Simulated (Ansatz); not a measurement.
# Si6Ge: the cost of one run

Program: Ansatz 0.2.0. Level of theory: DFT PBE, scalar-relativistic, plane waves, PAW, unless a step names another level. These are calculated values, not measurements.

1 further run of the same task is left out (set aside as unsound or not needed).

**1. The structure to begin with**

Symmetry: Cmmm, No. 65, orthorhombic system. Conventional cell: a = 4.977 Å, b = 5.104 Å, c = 9.064 Å, α = 90.00°, β = 90.00°, γ = 90.00°. Si (site symmetry 2mm) is surrounded by 8 Si at 2.48 to 2.68 Å. Around Si (site symmetry 2) lie 6 Si at 2.49 to 2.68 Å and 2 Ge at 2.81 Å. Ge (site symmetry mmm) is surrounded by 8 Si at 2.81 Å.

Structure file:

```
CELL_PARAMETERS angstrom
2.55181 -2.48860 0.03335
2.55181 2.48860 0.03335
-0.11881 0.00000 9.06290
ATOMIC_POSITIONS crystal
Si 0.74955 0.25045 0.00000
Si 0.25045 0.74955 0.00000
Si 0.50006 0.00005 0.74003
Si 0.99995 0.49994 0.25997
Si 0.49994 0.99995 0.25997
Si 0.00005 0.50006 0.74003
Ge 0.50000 0.50000 0.50000
```

It came out lowest among 25 distinct ends of the trial cells. At a tolerance of 0.05 Å it has space group Cmmm (No. 65).

**2. Relaxing to 0.001 eV/Å, on the response runs' mesh and smearing**

File input.yaml:

```yaml
crystal:
  lattice:
    - [2.5518091452, -2.4885964823, 0.0333504423]
    - [2.5518091452, 2.4885964823, 0.0333504423]
    - [-0.1188060094, 0.0, 9.0629005325]
  atoms:
    - { symbol: Si, position: [0.7495497357, 0.2504502643, 0.0] }
    - { symbol: Si, position: [0.2504502643, 0.7495497357, 0.0] }
    - { symbol: Si, position: [0.5000578336, 1.000045743, 0.7400334878] }
    - { symbol: Si, position: [-4.5743e-05, 0.4999421664, 0.2599665122] }
    - { symbol: Si, position: [0.4999421664, -4.5743e-05, 0.2599665122] }
    - { symbol: Si, position: [1.000045743, 0.5000578336, 0.7400334878] }
    - { symbol: Ge, position: [0.5, 0.5, 0.5] }
basis:
  ecutwfc: 420
kpoints:
  mp_grid: { grid: [10, 10, 4] }
hamiltonian:
  xc: pbe
scf:
  occupations: { method: gaussian, width: 0.1 }
output:
  forces: true
  stress: true
  eigenvalues: true
relax:
  adjacent_minimum: "off"
  f_tol: 0.001
  max_steps: 60
  cell: { stress_tol: 0.01 }
```

Started as:

```sh
ansatz run input.yaml --threads 3 --pin off --max-ram 7680MiB --backend cpu --events-out ev --progress --plain --runs-dir out
```

Q: Estimate wall time and peak memory on 3 threads of Intel Xeon at 2.50GHz (Skylake/Cascade Lake), shared host.

About 54 s, with a peak of 0.63 GiB.
